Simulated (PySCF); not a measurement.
**C4H2F4O: runs on many settings**

Aim: see how C4H2F4O (`FC(F)(F)OC1(F)C=C1`) answers to the choice of functional, basis, grid and SCF options.

Programs: PySCF 2.14.0, with density-fitted response routines of our own. Each step states its level of theory. These are calculated values for one molecule in the gas phase, unless marked as measured. Atoms count from 0, in the outputs and in this text.

## Step 1: Starting geometry

11 atoms, charge 0, multiplicity 1; geometry from: GFN2-xTB.

Bonds of the start (Å): F0–C1 1.33, C1–F2 1.35, C1–F3 1.32, C1–O4 1.33, O4–C5 1.41, C5–F6 1.37, C5–C7 1.47, C7–C8 1.31, C8–C5 1.47, C7–H9 1.06, C8–H10 1.06.

## Step 2: NMR shieldings: PBE0/pcSseg-1

What the job is given:

```
{"job": {"kind": "nmr", "xc": "PBE0", "basis": "pcSseg-1"}, "charge": 0, "multiplicity": 1}
F      1.736004     1.483608     0.496779
C      1.632146     0.186830     0.200925
F      1.603373     0.126644    -1.145263
F      2.752338    -0.402585     0.590238
O      0.595181    -0.427423     0.764816
C     -0.683468     0.058539     0.427605
F     -0.972893     1.129652     1.226753
C     -1.746065    -0.850990    -0.020674
C     -1.259494    -0.032374    -0.924837
H     -2.416461    -1.620312     0.273233
H     -1.235235     0.351082    -1.915539
```

Level: GIAO PBE0/pcSseg-1 NMR shielding, non-relativistic, gas phase.

Run with:

```sh
> OMP_NUM_THREADS=1 python probes_run.py task.json out
```

This one command runs all jobs of the session in turn.

Standard output:

```text
coarse grid: 11016 points
cycle   1  E = -627.1640976963  dE =  1.903e+00  |g| = 1.118e+00  |ddm| = 3.068e+00
cycle   2  E = -626.9878413983  dE =  1.763e-01  |g| = 1.594e+00  |ddm| = 1.336e+00
cycle   3  E = -627.3705890586  dE = -3.827e-01  |g| = 7.246e-02  |ddm| = 8.007e-01
cycle   4  E = -627.3710727662  dE = -4.837e-04  |g| = 5.271e-02  |ddm| = 7.863e-02
cycle   5  E = -627.3715415669  dE = -4.688e-04  |g| = 1.054e-02  |ddm| = 3.712e-02
cycle   6  E = -627.3715608364  dE = -1.927e-05  |g| = 3.161e-03  |ddm| = 8.969e-03
cycle   7  E = -627.3715628970  dE = -2.061e-06  |g| = 1.037e-03  |ddm| = 2.846e-03
final grid: 113200 points
cycle   8  E = -627.4603463235  dE = -4.556e-05  |g| = 9.863e-03  |ddm| = 2.922e-02
cycle   9  E = -627.4603330825  dE =  1.324e-05  |g| = 1.346e-02  |ddm| = 1.444e-02
cycle  10  E = -627.4603636453  dE = -3.056e-05  |g| = 7.676e-04  |ddm| = 7.868e-03
cycle  11  E = -627.4603637434  dE = -9.813e-08  |g| = 3.178e-04  |ddm| = 7.371e-04
cycle  12  E = -627.4603637596  dE = -1.618e-08  |g| = 1.198e-04  |ddm| = 2.608e-04
cycle  13  E = -627.4603637627  dE = -3.081e-09  |g| = 2.797e-05  |ddm| = 1.004e-04
cycle  14  E = -627.4603637628  dE = -1.432e-10  |g| = 1.047e-05  |ddm| = 2.416e-05
converged SCF energy = -627.4603637628

GIAO shielding tensors (ppm)
atom      isotropic    diamagn.    paramagn.     s11        s22        s33       span
  0 F      242.626     471.631    -229.005    168.930    208.229    350.719    181.789
  1 C       55.108     236.017    -180.909     49.632     53.120     62.573     12.941
  2 F      249.121     474.371    -225.250    166.835    219.167    361.362    194.526
  3 F      245.275     468.091    -222.815    182.542    202.919    350.364    167.822
  4 O      163.674     398.225    -234.551    101.717    186.583    202.722    101.006
  5 C       93.454     231.670    -138.216     46.944     63.872    169.547    122.602
  6 F      290.058     473.152    -183.093    143.657    331.355    395.162    251.505
  7 C       54.277     258.741    -204.464    -65.363     46.203    181.992    247.355
  8 C       50.847     255.665    -204.818    -68.732     41.364    179.911    248.643
  9 H       23.823      32.122      -8.299     22.025     24.312     25.131      3.105
 10 H       23.733      31.906      -8.172     21.751     23.980     25.469      3.718
```

It took 16 s on 1 thread of Arm Neoverse V2, shared host; peak memory 0.73 GiB.

Shifts follow as δ = σ(reference) − σ, with reference shieldings (ppm) from runs at the same level and on the same kind of geometry: 1H TMS 31.72, 13C TMS 186.9, 19F CFCl3 170.9, 17O H2O 336.1. The references are single molecules in the gas phase, so shifts against H2O, NH3, PH3, H3PO4 or CFCl3 are not on the usual liquid scales and can be off by tens of ppm. Atoms listed in one row are averaged.

| atoms | environment | σ (ppm) | δ (ppm) | δ scaled to CDCl3 |
| --- | --- | --- | --- | --- |
| C7, C8 | alkene CH | 52.6 | 134.4 | 129.2 |
| C1 | CF3 carbon | 55.1 | 131.8 | 126.7 |
| C5 | three-membered-ring carbon bearing a halogen | 93.5 | 93.5 | 89.3 |
| H9, H10 | hydrogen on an alkene CH | 23.78 | 7.94 | 7.59 |
| F0, F2, F3 | fluorine of an OCF3 group | 245.7 | -74.7 | – |
| F6 | fluorine on an sp3 carbon | 290.1 | -119.1 | – |
| O4 | ether oxygen | 163.7 | 172.4 | – |

The scaled column applies a straight-line fit of computed shieldings to shifts measured in CDCl3, and one for carbons that bear F (root-mean-square error 0.16 ppm for H, 1.9 ppm for C).

Charges from the same density, by scheme (e):

| atoms | Mulliken | IAO | Hirshfeld | ESP fit |
| --- | --- | --- | --- | --- |
| F0, F2, F3 | -0.26 | -0.28 | -0.10 | -0.20 |
| C1 | 0.95 | 0.95 | 0.31 | 0.69 |
| O4 | -0.45 | -0.35 | -0.15 | -0.36 |
| C5 | 0.40 | 0.44 | 0.13 | 0.44 |
| F6 | -0.28 | -0.30 | -0.12 | -0.22 |
| C7, C8 | -0.03 | -0.14 | -0.03 | -0.20 |

Mayer bond orders: F0–C1 1.03, C1–F2 0.99, C1–F3 1.07, C1–O4 1.09, O4–C5 0.87, C5–F6 0.96, C5–C7 1.01, C7–C8 1.57, C8–C5 1.00.

Ring of atoms C5, C7, C8: NICS(0) -28.3, NICS(1) -9.1, NICS(1)zz -16.0 ppm (means of both faces).

In rings of three or four atoms NICS is ruled by the nearby σ bonds, so it says little on aromaticity.

## Step 3: Excited states and response: PBE0/def2-SVPD

Settings changed since step 2:

```diff
@@ -1,2 +1,2 @@
-{"job": {"kind": "nmr", "xc": "PBE0", "basis": "pcSseg-1"}, "charge": 0, "multiplicity": 1}
+{"job": {"kind": "uv", "xc": "PBE0", "basis": "def2-SVPD", "nstates": 6, "ntriplets": 2}, "charge": 0, "multiplicity": 1}
 F      1.736004     1.483608     0.496779
```

Level: TDDFT PBE0/def2-SVPD, vertical, gas phase, core orbitals frozen in the response.

Standard output:

```text
coarse grid: 11016 points
cycle   1  E = -626.7941094361  dE =  1.840e+00  |g| = 1.055e+00  |ddm| = 4.812e+00
cycle   2  E = -626.6324138825  dE =  1.617e-01  |g| = 1.488e+00  |ddm| = 2.370e+00
cycle   3  E = -626.9884407061  dE = -3.560e-01  |g| = 6.953e-02  |ddm| = 1.394e+00
cycle   4  E = -626.9889196986  dE = -4.790e-04  |g| = 4.843e-02  |ddm| = 1.183e-01
cycle   5  E = -626.9893490545  dE = -4.294e-04  |g| = 9.909e-03  |ddm| = 5.488e-02
cycle   6  E = -626.9893670890  dE = -1.803e-05  |g| = 3.160e-03  |ddm| = 1.526e-02
cycle   7  E = -626.9893693124  dE = -2.223e-06  |g| = 9.357e-04  |ddm| = 5.640e-03
final grid: 113200 points
cycle   8  E = -627.0788002821  dE = -3.719e-05  |g| = 9.446e-03  |ddm| = 8.124e-02
cycle   9  E = -627.0787876970  dE =  1.259e-05  |g| = 1.285e-02  |ddm| = 2.357e-02
cycle  10  E = -627.0788169812  dE = -2.928e-05  |g| = 7.112e-04  |ddm| = 1.233e-02
cycle  11  E = -627.0788170746  dE = -9.337e-08  |g| = 2.519e-04  |ddm| = 1.143e-03
cycle  12  E = -627.0788170849  dE = -1.031e-08  |g| = 9.832e-05  |ddm| = 3.937e-04
cycle  13  E = -627.0788170870  dE = -2.130e-09  |g| = 2.711e-05  |ddm| = 1.680e-04
cycle  14  E = -627.0788170872  dE = -1.487e-10  |g| = 9.626e-06  |ddm| = 4.354e-05
converged SCF energy = -627.0788170872

Static polarisability (au): isotropic 50.554, principal 44.288 49.282 58.093

Singlet excitations
state   eV       nm        f      main configurations
  1   6.1716    200.9   0.00093   H->L 0.97
  2   7.6029    163.1   0.06102   H-1->L 0.81, H-2->L 0.12
  3   8.0199    154.6   0.01846   H-3->L 0.51, H-2->L 0.31, H-1->L 0.09
  4   8.6646    143.1   0.02794   H-2->L 0.53, H-3->L 0.39
  5   8.7549    141.6   0.03026   H->L+1 0.97
  6   9.0429    137.1   0.03872   H-1->L+1 0.94

Triplet excitations (Tamm-Dancoff, eV): 4.8787 5.7040
```

Run time: 29 s. Hardware: 1 thread of Arm Neoverse V2, shared host; peak memory 0.85 GiB.

Frontier orbitals and where they lie:

| orbital | eV | atoms |
| --- | --- | --- |
| HOMO−3 | -11.27 | F6 35 %, C7 17 %, O4 16 % |
| HOMO−2 | -10.77 | O4 48 %, F6 10 %, C7 8 % |
| HOMO−1 | -9.45 | C7 32 %, C8 31 %, O4 14 % |
| HOMO | -9.09 | C5 25 %, F6 21 %, C8 18 % |
| LUMO | -1.07 | C8 39 %, C7 39 %, H9 7 % |
| LUMO+1 | 0.82 | C7 23 %, C8 22 %, H10 11 % |
| LUMO+2 | 1.25 | H9 31 %, C7 20 %, F2 8 % |

With each of the 6 states as a Gaussian band of 0.4 eV half-width at 1/e, the curve within the window shown has maxima at 201 nm (ε 38), 162 nm (ε 2,800), 141 nm (ε 3,300) L/(mol cm). Beyond the last state computed it falls off for lack of states. The curve at chosen wavelengths:

(nm, ε (L/mol/cm)): (133, 1098), (137, 2628), (140, 3300), (144, 2841), (147, 1977), (151, 1369), (154, 1571), (158, 2293), (161, 2708), (165, 2550), (169, 1697), (172, 1006), (176, 385), (179, 157), (183, 42), (186, 19), (190, 18), (194, 27), (197, 34), (201, 38), (204, 36), (208, 29), (211, 22), (215, 14), (218, 9), (222, 5)

Ground-state properties from the same run:

| property | computed |
| --- | --- |
| dipole moment (D) | 3.46 |
| polarisability (Å³) | 7.49 |
| HOMO–LUMO gap (eV) | 8.02 |
| −ε(HOMO) (eV) | 9.09 |

## Step 4: Shielding tensors: BP86/pcSseg-1

Settings changed since step 3:

```diff
@@ -1,2 +1,2 @@
-{"job": {"kind": "uv", "xc": "PBE0", "basis": "def2-SVPD", "nstates": 6, "ntriplets": 2}, "charge": 0, "multiplicity": 1}
+{"job": {"kind": "nmr", "xc": "BP86", "basis": "pcSseg-1", "pop": true}, "charge": 0, "multiplicity": 1}
 F      1.736004     1.483608     0.496779
```

With the program's defaults for keys left out, this is: GIAO BP86/pcSseg-1 NMR shielding, non-relativistic, gas phase.

Standard output:

```text
coarse grid: 11016 points
cycle   1  E = -627.7548512159  dE =  1.727e+00  |g| = 1.181e+00  |ddm| = 3.104e+00
cycle   2  E = -627.2605559825  dE =  4.943e-01  |g| = 2.164e+00  |ddm| = 1.732e+00
cycle   3  E = -627.9741902324  dE = -7.136e-01  |g| = 1.281e-01  |ddm| = 1.144e+00
cycle   4  E = -627.9762827992  dE = -2.093e-03  |g| = 8.652e-02  |ddm| = 1.591e-01
cycle   5  E = -627.9775497868  dE = -1.267e-03  |g| = 3.342e-02  |ddm| = 7.782e-02
cycle   6  E = -627.9777785935  dE = -2.288e-04  |g| = 9.893e-03  |ddm| = 2.910e-02
cycle   7  E = -627.9778000487  dE = -2.146e-05  |g| = 3.501e-03  |ddm| = 9.344e-03
cycle   8  E = -627.9778023508  dE = -2.302e-06  |g| = 7.133e-04  |ddm| = 2.706e-03
final grid: 113200 points
cycle   9  E = -628.0973017094  dE = -6.756e-05  |g| = 8.705e-03  |ddm| = 3.618e-02
cycle  10  E = -628.0972674592  dE =  3.425e-05  |g| = 1.633e-02  |ddm| = 1.617e-02
cycle  11  E = -628.0973142761  dE = -4.682e-05  |g| = 1.704e-03  |ddm| = 1.086e-02
cycle  12  E = -628.0973148437  dE = -5.677e-07  |g| = 5.179e-04  |ddm| = 1.551e-03
cycle  13  E = -628.0973148463  dE = -2.570e-09  |g| = 2.994e-04  |ddm| = 5.420e-04
cycle  14  E = -628.0973148678  dE = -2.156e-08  |g| = 5.532e-05  |ddm| = 2.467e-04
cycle  15  E = -628.0973148684  dE = -5.307e-10  |g| = 1.764e-05  |ddm| = 4.516e-05
converged SCF energy = -628.0973148684

GIAO shielding tensors (ppm)
atom      isotropic    diamagn.    paramagn.     s11        s22        s33       span
  0 F      228.417     472.144    -243.727    155.375    194.520    335.356    179.981
  1 C       45.047     237.650    -192.602     40.140     43.507     51.494     11.354
  2 F      235.327     474.844    -239.518    152.985    205.156    347.839    194.854
  3 F      231.478     468.564    -237.087    169.882    189.758    334.794    164.911
  4 O      150.206     398.747    -248.541     89.572    171.223    189.822    100.250
  5 C       83.601     233.158    -149.557     37.564     53.380    159.859    122.295
  6 F      272.984     473.131    -200.147    131.795    314.274    372.882    241.087
  7 C       50.510     257.988    -207.478    -60.511     35.721    176.320    236.831
  8 C       46.654     255.366    -208.713    -63.972     29.688    174.244    238.216
  9 H       23.877      32.420      -8.543     22.224     24.353     25.054      2.830
 10 H       23.754      32.332      -8.578     21.662     23.878     25.721      4.059
```

Wall time 20 s (1 thread of Arm Neoverse V2, shared host); peak memory 0.66 GiB.

This run: δ C1 137.3, C7 133.7, C5 98.7, F0 -94.0, H9 7.89 ppm (means over like atoms).

[end of part 1 of 2]
